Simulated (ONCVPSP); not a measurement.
**An ONCV potential for Cr, from input to tests**

Task: generate the file, and judge it by its errors in other configurations, its logarithmic derivatives, its ghosts and its cutoff.

Program: ONCVPSP 4.0.1. Reference atom: PBEsol, scalar-relativistic, spherical and spin-unpolarised. All values are calculated.

## 1. Starting point

Typed settings, in words:

| Property | Result |
| --- | --- |
| element | chromium (Cr, Z = 24) |
| type | optimised norm-conserving Vanderbilt (ONCV) |
| frozen core | [Ne] 3s2 |
| valence charge | 12 |
| reference configuration | 3p6 3d5 4s1 |
| partial waves | 4s: rc 2.95 bohr, ncon 4, nbas 8, qcut 2.6 1/bohr, 2 projectors, debl 2.4 Ha; 3p: rc 1.25 bohr, ncon 3, nbas 7, qcut 12.9 1/bohr, 1 projector; 3d: rc 2.20 bohr, ncon 4, nbas 8, qcut 5.9 1/bohr, 3 projectors, debl 0.4 Ha |
| local potential | polynomial inside 1.00 bohr (lpopt 2, dvloc0 -1 Ha) |
| core correction | Teter function, fcfact 3.5, rcfact 1.4 |

An earlier all-electron run gives the scale for the radii.

All-electron outer shells of the reference configuration (PBEsol, scalar-relativistic, ld1.x):

```tsv
shell	level (eV)	outermost node (bohr)	outermost maximum (bohr)
3s	-73.77	0.36	0.78
3p	-45.34	0.33	0.80
4s	-4.02	1.12	2.74
3d	-2.93	–	0.84
4p	-0.95	1.25	3.89
```

## 2. Generating the potential

Contents of Cr.dat:

```
# ATOM AND REFERENCE CONFIGURATION
# atsym  z   nc   nv     iexc    psfile
  Cr 24.00    4    3  -116133      upf
#
#   n    l    f
    1    0    2.00
    2    0    2.00
    2    1    6.00
    3    0    2.00
    3    1    6.00
    3    2    5.00
    4    0    1.00
#
# PSEUDOPOTENTIAL AND OPTIMIZATION
# lmax
    2
#
#   l,   rc,      ep,       ncon, nbas, qcut
    0    2.95    0.00    4    8    2.60
    1    1.25    0.00    3    7   12.90
    2    2.20    0.00    4    8    5.90
#
# LOCAL POTENTIAL
# lloc, lpopt,  rc(5),   dvloc0
    4    2    1.00   -1.00
#
# VANDERBILT-KLEINMAN-BYLANDER PROJECTORs
# l, nproj, debl
    0    2    2.40
    1    1    3.30
    2    3    0.40
#
# MODEL CORE CHARGE
# icmod, fcfact, rcfact
    3    3.50    1.40
#
# LOG DERIVATIVE ANALYSIS
# epsh1, epsh2, depsh
   -3.00    5.00    0.02
#
# OUTPUT GRID
# rlmax, drl
    6.00    0.01
#
# TEST CONFIGURATIONS
# ncnf
    4
# nvcnf
#   n    l    f
    3
    3    1    6.00
    3    2    5.00
    4    0    0.00
#
    3
    3    1    6.00
    3    2    4.00
    4    0    0.00
#
    3
    3    1    6.00
    3    2    3.00
    4    0    0.00
#
    3
    3    1    6.00
    3    2    4.00
    4    0    2.00
#
```

Started as:

```
oncvpsp.x < Cr.dat > Cr.out
```

**Question.** What will these runs give? Wanted: cutoffs for 1 and 0.1 mHa per electron, occupied waves; bound ghosts; GHOST(+) flags; largest test error; largest phase difference near zero energy, channels read; rms error of d²Exc/dn², without and with the model core.

The runs gave:

| quantity | value |
| --- | --- |
| cutoffs for 1 and 0.1 mHa per electron, occupied waves | 27 Ha and 52 Ha |
| bound ghosts | d at -9657.82 eV |
| GHOST(+) flags | s at 12 eV, d at 1134 eV |
| largest test error (AE − PS) | +113 meV, for 3p6 3d4 4s2 (1 test unsolved) |
| largest phase difference near zero energy, channels read | 0.011 rad |
| rms error of d²Exc/dn², without and with the model core | 4.00 and 2.55 mHa |

A bound ghost (d) makes it unfit for use: electrons can fall into a state that the atom doesn't have. By total energies transferability is poor: the largest error is 113 meV on 0.1 eV, for 3p6 3d4 4s2. Of the tests 1 gave no usable energy difference, which is a warning in itself. By its cutoff, 27 Ha for the looser tolerance, it is of middling hardness. At the looser tolerance the 3p wave is the slowest; 3d needs 17 Ha. Near zero energy the phases of the channels with partial waves agree within 0.011 rad. The program also flags highly localised states, GHOST(+) (s, d). These are tests on the free atom; a crystal test is still owed.
